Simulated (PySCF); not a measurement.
# AsH4: rigid scans about the minimum

Aim: map the energy of doublet AsH4 about its PBE0 minimum, with rigid distortions.

The runs use PySCF 2.14.0; PBE0, basis As def2-TZVP, H def2-TZVP, no relativity, density fitting.

## (1) Where the work starts

5 atoms, charge 0, spin multiplicity 2.

Bond lengths: As1–H2 1.654 Å, As1–H3 1.654 Å, As1–H4 1.511 Å, As1–H5 1.511 Å. Angles: H2–As1–H3 173.3°, H2–As1–H4 92.2°, H2–As1–H5 92.2°, H3–As1–H4 92.2°, H3–As1–H5 92.2°, H4–As1–H5 96.5°.

```xyz
5
charge 0 multiplicity 2
As    0.0000    0.0000    0.0000
H     1.6514   -0.0043    0.0888
H    -1.6504   -0.0014    0.1056
H    -0.0040    1.1563   -0.9729
H    -0.0062   -1.0974   -1.0388
```

## (2) Breathing scan

One driver script runs all scans and calls PySCF for each point, on a (75, 302) grid.

Command:

```sh
> OMP_NUM_THREADS=2 python axn.py task.json out
```

A rigid scan with PBE0: all bonds to the central atom are scaled together. Each point starts from its neighbour's orbitals, and energies count from the minimum.

| scale of all bonds to the centre | energy (kJ/mol) | dipole size (D) | ⟨S²⟩ |
| --- | --- | --- | --- |
| 0.88 | 134.2 | 0.43 | 0.76 |
| 0.92 | 53.6 | 0.38 | 0.76 |
| 0.96 | 12.1 | 0.32 | 0.76 |
| 1.00 | 0.0 | 0.26 | 0.76 |
| 1.04 | 9.9 | 0.20 | 0.77 |
| 1.08 | 35.9 | 0.13 | 0.77 |
| 1.14 | 95.8 | 0.00 | 0.78 |
| 1.22 | 198.5 | 0.18 | 0.80 |
| 1.35 | 385.9 | 0.52 | 0.87 |

The scan took 22 s on 2 threads of Arm Neoverse N1, shared host.

## (3) Stretching one bond

A rigid scan with PBE0: the bond from As to the last atom (H) is scaled and the rest held.

| scale of one bond | energy (kJ/mol) | dipole size (D) | ⟨S²⟩ |
| --- | --- | --- | --- |
| 0.92 | 16.1 | 0.36 | 0.76 |
| 0.96 | 3.7 | 0.31 | 0.76 |
| 1.00 | 0.0 | 0.26 | 0.76 |
| 1.05 | 4.7 | 0.22 | 0.76 |
| 1.12 | 23.1 | 0.21 | 0.76 |
| 1.20 | 54.4 | 0.28 | 0.76 |
| 1.35 | 125.5 | 0.51 | 0.77 |
| 1.55 | 219.1 | 0.80 | 0.87 |
| 1.80 | 289.2 | 0.47 | 1.41 |
| 2.20 | 321.2 | 0.22 | 1.70 |

The scan took 25 s.

⟨S²⟩ grows along the scan: the determinant mixes in higher spin as the pair uncouples.

## (4) What came out

| quantity | value |
| --- | --- |
| all bonds 4 % longer | 9.9 kJ/mol |
| one bond 20 % longer | 54.4 kJ/mol |

**Reading.** The well is lopsided, 12.1 kJ/mol for 4 % shorter bonds against 9.9 for 4 % longer ones.
